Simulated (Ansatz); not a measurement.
Consider a ranking of polymorphs by energy of 2 structures of InAg3 (Ansatz 0.2.0 through its Python package).

The script reads `inag3_p_6m2.vasp`:
```text
InAg3
1.0
   3.08551579    0.00000000    0.00000000
  -1.54275790    2.67213506    0.00000000
   0.00000000    0.00000000    9.47325900
In Ag
1 3
Direct
   0.00000000    0.00000000    0.00000000
   0.00000000    0.00000000    0.50000000
   0.33333333    0.66666667    0.25319500
   0.33333333    0.66666667    0.74680500
```

Input file `inag3_pm_3m.vasp`:
```text
InAg3
1.0
   4.14400000    0.00000000    0.00000000
   0.00000000    4.14400000    0.00000000
   0.00000000    0.00000000    4.14400000
In Ag
1 3
Direct
   0.00000000    0.00000000    0.00000000
   0.00000000    0.50000000    0.50000000
   0.50000000    0.00000000    0.50000000
   0.50000000    0.50000000    0.00000000
```

`polymorphs.py`:
```python
'''Relative energies of InAg3 phases, at the given cells.'''

import warnings

import ansatz as az
from ase.io import read
import numpy as np
import spglib
from tabulate import tabulate


def solve(name, crystal):
    calc = (
        crystal.calculation()
        .functional('mr2scan')
        .accuracy('low')
        .basis(41 * az.Ry)
        .scf(extra_bands=12, self_checks='low')
        .kpoints(spacing=0.3)  # sampling of the Brillouin zone
        .occupations('fermi_dirac', width=0.05)
        .stress()  # positive in compression
        .band_table()  # levels at the mesh points
    )
    return calc.run(threads=1)


def pressure_gpa(outcome):
    return float(np.trace(outcome.report['stress_gpa']) / 3)


def volume_per_atom(outcome):
    return abs(np.linalg.det(outcome.lattice.cell_ang)) / len(outcome.lattice.sites)


def space_group(outcome):
    sites = outcome.report['lattice']['sites']
    kinds = sorted({site['symbol'] for site in sites})
    cell = (outcome.lattice.cell_ang, [site['position_frac'] for site in sites], [kinds.index(site['symbol']) for site in sites])
    return spglib.get_spacegroup(cell, symprec=0.01)

warnings.simplefilter('ignore', az.DeckWarning)

phases = {}
atoms = read('inag3_p_6m2.vasp', format='vasp')
p_6m2 = az.Crystal.from_ase(atoms)
phases['P-6m2'] = p_6m2
atoms = read('inag3_pm_3m.vasp', format='vasp')
pm_3m = az.Crystal.from_ase(atoms)
phases['Pm-3m'] = pm_3m

done = {}
for name, crystal in phases.items():
    try:
        done[name] = solve(name, crystal)
    except az.NonConvergedError as error:
        print(name, 'did not converge:', str(error)[:120])

energy = {name: o.report['energy_sigma0_ev'] / len(o.lattice.sites) for name, o in done.items()}
lowest = min(energy.values())
rows = [(name, len(o.lattice.sites), 1000 * (energy[name] - lowest), pressure_gpa(o), volume_per_atom(o), space_group(o)) for name, o in done.items()]
rows.sort(key=lambda row: row[2])
print(tabulate(rows, headers=['phase', 'atoms', 'dE (meV/atom)', 'P (GPa)', 'V (A^3/atom)', 'space group'], floatfmt='.4f', tablefmt='plain'))
```

Which of these structures comes out lowest, and how far apart are they?

By space group at the end of each run: Pm-3m (+0 meV an atom, 17.8 Å³) and P-6m2 (+56 meV an atom, 19.5 Å³).

What the script printed:

```console
$ python polymorphs.py
phase      atoms    dE (meV/atom)    P (GPa)    V (A^3/atom)  space group
Pm-3m          4           0.0000     2.7876         17.7910  Pm-3m (221)
P-6m2          4          56.2866    -2.9891         19.5266  P-6m2 (187)
```

Caveats:
- These settings explore the input space; cutoff and mesh may be short of convergence.
- For the metals among these phases the mesh is modest: differences between phases can be off by up to 40 meV an atom.
- Pressure is positive in compression.
- The cells come from databases of deposited and of computed structures, and not all need be stable phases.
- The ranking holds among these structures alone, at zero temperature; the ground state may be another structure. Differences under about 40 meV an atom lie within the error of mesh and functional.
- The whole script took 18 s on 1 thread of AMD EPYC 7B13 (Zen 3), with other jobs on the host, peak memory 0.6 GiB.

(Lines on the test bed's own set-up are left out of the output.)
